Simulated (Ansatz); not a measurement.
**HfC (rocksalt): equation of state**

An exercise on one series of results from a longer session: the logs are not shown, and one member is left open.

Method: DFT r²SCAN, scalar-relativistic, plane waves, PAW, in Ansatz 0.2.0.

2 further runs of the same task are left out: 1 that didn't finish, 1 set aside as unsound or not needed. Runs told in other sessions of the task aren't counted.

### The system as given

The structure is cubic, space group Fm-3m (No. 225). The conventional cell has a = 4.641 Å, b = 4.641 Å, c = 4.641 Å, α = 90.00°, β = 90.00°, γ = 90.00°. Around Hf (site symmetry m-3m) lie 6 C at 2.32 Å. Around C (site symmetry m-3m) lie 6 Hf at 2.32 Å.

Structure file:

```cif
data_structure
_symmetry_space_group_name_H-M 'P 1'
_symmetry_Int_Tables_number 1
_cell_length_a 3.2815
_cell_length_b 3.2815
_cell_length_c 3.2815
_cell_angle_alpha 60.000
_cell_angle_beta 60.000
_cell_angle_gamma 60.000
_cell_volume 24.99
loop_
_atom_site_label
_atom_site_type_symbol
_atom_site_fract_x
_atom_site_fract_y
_atom_site_fract_z
_atom_site_occupancy
Hf1 Hf 0.50000 0.50000 0.50000 1
C1 C 0.00000 0.00000 0.00000 1
```

An earlier run at r²SCAN left this cell at 12.493 Å³/atom and 0.00 GPa (12×12×12 mesh).

Volume factors to run: 0.980, 1.020, 0.960, 1.040, 1.070.

The first run:

Input file input.yaml:

```yaml
crystal:
  lattice:
    - [0.0, 2.304769682, 2.304769682]
    - [2.304769682, 0.0, 2.304769682]
    - [2.304769682, 2.304769682, 0.0]
  atoms:
    - { symbol: Hf, position: [0.5, 0.5, 0.5] }
    - { symbol: C, position: [0.0, 0.0, 0.0] }
basis:
  ecutwfc: 500
  ecutrho_ratio: 4
kpoints:
  mp_grid: { grid: [12, 12, 12] }
hamiltonian:
  xc: r2scan
scf:
  occupations: { method: gaussian, width: 0.05 }
output:
  forces: true
  stress: true
  eigenvalues: true
```

Command:

```sh
$ ansatz run input.yaml --threads 2 --pin off --max-ram 2662MiB --backend cpu --events-out ev --progress --plain --runs-dir out
```

Among the steps run: Scaling the volume by 0.980; At 1.020 of the relaxed volume; Volume × 0.960; At 1.040 of the relaxed volume; Volume × 1.070.

One table of the session follows, with a row left open; its other results are not shown here.

It belongs to the step «The fit». 

```
volume (Å³/atom)  energy (meV/atom)  pressure (GPa)
          11.993              16.35           10.84
          12.243               3.95            5.15
          12.493               0.00            0.00
          12.743               3.70           -4.67
          12.992                  ?               ?
          13.367              41.88          -14.52
```

**Question.** Estimate the row for volume (Å³/atom) = 12.992.

Worked estimate for «energy (meV/atom)». A straight line through the neighbours (12.743, 3.70) and (13.367, 41.88) gives 3.70 + (41.88 − 3.70) × (12.992 − 12.743) / (13.367 − 12.743) = 18.94; a parabola fitted to 3 rows on both sides gives 13.98.

As computed: energy (meV/atom): 14.33; pressure (GPa): -8.90. In «energy (meV/atom)» the line misses by +4.61 and the parabola by -0.35.
